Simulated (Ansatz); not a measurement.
# C₂H₁₀AlBSi: a ladder of functionals and wavefunction methods

Aim: compute C₂H₁₀AlBSi with functionals from several rungs and with coupled cluster, and see how far each lands from CCSD(T) at the basis-set limit for the atomisation energy.

Program: Ansatz 0.2.0, Gaussian basis. Level of theory: functionals in def2-TZVPP, the program's frozen cores in correlated methods. These are calculated values, not measurements.

Plan: PBE-D4, r2SCAN-D4, PBE0-D4, B3LYP-D4, ωB97X-V, ωB97M-V, B2PLYP; CCSD(T)/def2-TZVPP; MP2/def2-QZVPP; extrapolation to the limit.

## Step 1: The relaxed structure

An earlier PBE0-D4 in a triple-zeta def2 set relaxation fixed the geometry.

SMILES `B[C](C)([AlH2])[SiH3]`, 15 atoms, charge 0, spin multiplicity 1.

Atoms are counted from 1 here; the program's logs count them from 0.

Bond lengths: B1–C2 1.501 Å, B1–H6 1.201 Å, B1–H7 1.204 Å, C2–C3 1.526 Å, C2–Al4 2.056 Å, C2–Si5 1.855 Å, C3–H8 1.093 Å, C3–H9 1.094 Å, C3–H10 1.094 Å, Al4–H11 1.579 Å, Al4–H12 1.584 Å, Si5–H13 1.480 Å, Si5–H14 1.559 Å, Si5–H15 1.483 Å. Angles: C2–B1–H6 121.3°, C2–B1–H7 120.2°, H6–B1–H7 118.4°, B1–C2–C3 122.4°, B1–C2–Al4 94.3°, B1–C2–Si5 113.0°, C3–C2–Al4 114.3°, C3–C2–Si5 119.0°, Al4–C2–Si5 83.0°, C2–C3–H8 110.3°, C2–C3–H9 111.1°, C2–C3–H10 113.2°, H8–C3–H9 107.0°, H8–C3–H10 107.8°, H9–C3–H10 107.1°, C2–Al4–H11 124.2°, C2–Al4–H12 110.6°, H11–Al4–H12 124.2° and more.

## Step 2: PBE-D4 (GGA)

Input file in.yaml:

```yaml
crystal:
  periodic: [false, false, false]
  atoms:
    - {symbol: B, position_ang: [0.078602, 0.892125, 1.457080]}
    - {symbol: C, position_ang: [-0.289217, 0.319320, 0.119394]}
    - {symbol: C, position_ang: [-1.733709, 0.234450, -0.363993]}
    - {symbol: Al, position_ang: [0.591180, -1.502386, 0.482556]}
    - {symbol: Si, position_ang: [1.069545, 0.472937, -1.133666]}
    - {symbol: H, position_ang: [-0.758181, 1.132706, 2.284985]}
    - {symbol: H, position_ang: [1.234887, 1.066680, 1.745009]}
    - {symbol: H, position_ang: [-2.413010, 0.134659, 0.486058]}
    - {symbol: H, position_ang: [-2.023844, 1.142875, -0.900153]}
    - {symbol: H, position_ang: [-1.914618, -0.607932, -1.037526]}
    - {symbol: H, position_ang: [1.596156, -1.781989, 1.668026]}
    - {symbol: H, position_ang: [-0.075075, -2.631529, -0.405855]}
    - {symbol: H, position_ang: [2.036080, 1.584698, -0.995439]}
    - {symbol: H, position_ang: [1.930894, -0.791291, -0.834453]}
    - {symbol: H, position_ang: [0.648510, 0.283876, -2.542820]}
basis:
  gaussian: {orbitals: def2-TZVPP}
hamiltonian: {xc: pbe, dispersion: d4}
output: {forces: true, orbitals: {seedname: orbitals}}
```

On the command line:

```
ansatz run in.yaml --threads 4 --pin off --events-out ev --progress --plain --max-ram 10444MiB
```

Further steps of the session: r2SCAN-D4 (meta-GGA); PBE0-D4 (hybrid); B3LYP-D4 (hybrid); ωB97X-V (range-separated); ωB97M-V (range-separated); B2PLYP (double hybrid); CCSD(T) in def2-TZVPP; MP2 in def2-QZVPP.

Before running them: what should the planned runs give, taken together? Wanted: atomisation energy, CCSD(T)/CBS; farthest; mean size of error, hybrid; mean size of error, range-separated; gap, smallest and largest; T1 diagnostic; triples share of the correlation energy.

The runs gave:

| quantity | value |
| --- | --- |
| atomisation energy, CCSD(T)/CBS | 5040.2 kJ/mol |
| functionals within 25.2 kJ/mol (0.5 %) | PBE-D4, PBE0-D4, B3LYP-D4, ωB97M-V |
| farthest | B2PLYP (-58.7 kJ/mol) |
| mean size of error, hybrid | 4.6 kJ/mol |
| mean size of error, range-separated | 25.3 kJ/mol |
| gap, smallest and largest | 4.66 eV (PBE-D4), 10.83 eV (ωB97X-V) |
| T1 diagnostic | 0.0124 |
| triples share of the correlation energy | 3.8 % |

What this shows: PBE-D4 is off by +25.1 kJ/mol. Double hybrids carry the basis error of their MP2 part in triple zeta, and no dispersion term here, so their miss is partly the set-up's. The reference freezes the cores and leaves out relativity and excitations past (T), so misses under about 25.2 kJ/mol can't be ranked. Hartree-Fock recovers 77 % of the binding; the rest is correlation. Orbital gaps span 4.7 to 10.8 eV; exact exchange widens them.
